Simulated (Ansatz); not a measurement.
**Cobalt, simple cubic under m-r²SCAN: ground state and equation of state**

What does m-r²SCAN give for cobalt in the simple cubic structure? We relax it, solve it on a dense k-mesh, then scale the cell to 7 volumes from 88 to 112 % of the relaxed one and try a fit of the equation of state. The start is antiferromagnetic (G-type). The k-meshes are 12×12×12 for the relaxation; 20×20×20 for the dense run; 14×14×14 for the volumes.

This is Co in the simple cubic structure; at room conditions it is hcp.

Program: Ansatz 0.2.0. Level of theory: DFT m-r2SCAN, plane waves (500 eV) with PAW, scalar-relativistic; the PAW data stem from PBE, with regenerated cores; m-r²SCAN is r²SCAN on the gauge-invariant kinetic-energy density. These are calculated values, not measurements.

## (1) The structure to begin with

The structure is cubic, space group Pm-3m (No. 221). Conventional cell: a = 2.287 Å, b = 2.287 Å, c = 2.287 Å, α = 90.00°, β = 90.00°, γ = 90.00°. Co (site symmetry m-3m) is surrounded by 6 Co at 2.29 Å.

Structure file:

```
CELL_PARAMETERS angstrom
0.00000 2.28685 2.28685
2.28685 0.00000 2.28685
2.28685 2.28685 0.00000
ATOMIC_POSITIONS crystal
Co 0.00000 0.00000 0.00000
Co 0.50000 0.50000 0.50000
```

Starting moments (μB): +1.7, -1.7.

## (2) Relaxation of the cell

Contents of input.yaml:

```yaml
crystal:
  lattice:
    - [0.0, 2.286848805, 2.286848805]
    - [2.286848805, 0.0, 2.286848805]
    - [2.286848805, 2.286848805, 0.0]
  atoms:
    - { symbol: Co, position: [0.0, 0.0, 0.0], spin: 1.7 }
    - { symbol: Co, position: [0.5, 0.5, 0.5], spin: -1.7 }
hamiltonian:
  xc: mr2scan
  pseudopotentials:
    kind: paw
    azcp:
      Co: "pseudopotentials/Co.paw.azcp"
basis:
  ecutwfc: 500
  fft_grid_basis: typed
kpoints:
  mp_grid: { grid: [12, 12, 12], shift: [0, 0, 0] }
magnetization:
  spin_polarized: true
scf:
  occupations: { method: fermi_dirac, width: 0.05 }
relax:
  max_steps: 60
  f_tol: 0.01
  cell: {}
```

On the command line:

```bash
> ansatz run input.yaml --threads 2 --pin off --max-ram 5120MiB --backend cpu --events-out ev --progress --plain --runs-dir out
```

The runs that follow: Single point on a dense mesh; At 88 % of the relaxed volume; At 92 % of the relaxed volume; At 96 % of the relaxed volume; At 100 % of the relaxed volume; At 104 % of the relaxed volume; At 108 % of the relaxed volume; At 112 % of the relaxed volume.

Q: Predict the outcome of this session. Wanted: space group; conventional cell; volume; shortest distance; gap on the mesh; magnetic state; relative to hcp, ferromagnetic; V₀, B₀, B₀′.

As calculated:

| quantity | value |
| --- | --- |
| space group (spins left aside) | Pm-3m (No. 221) |
| conventional cell | a = 2.250 Å |
| volume | 11.389 Å³/atom |
| shortest distance | 2.250 Å |
| gap on the mesh | none (levels filled in part) |
| magnetic state | ferromagnetic, up to 1.63 μB per atom |
| relative to hcp, ferromagnetic | +876 meV/atom |
| V₀, B₀, B₀′ | 12.230 Å³/atom, 130 GPa, 5.9 |

**Reading.** The relaxation shrank the cell by 4.8 % in volume. It lies 876 meV/atom above the element's reference form at the same level (hcp, ferromagnetic, from a run of its own), so it is far from stable. The final state is ferromagnetic (largest moment 1.63 μB). That is not the order it started in. Levels at the Fermi energy are filled in part, as in a metal. The fitted modulus is 130 GPa. The symmetry was held, so the structure may be unstable against distortions that break it.
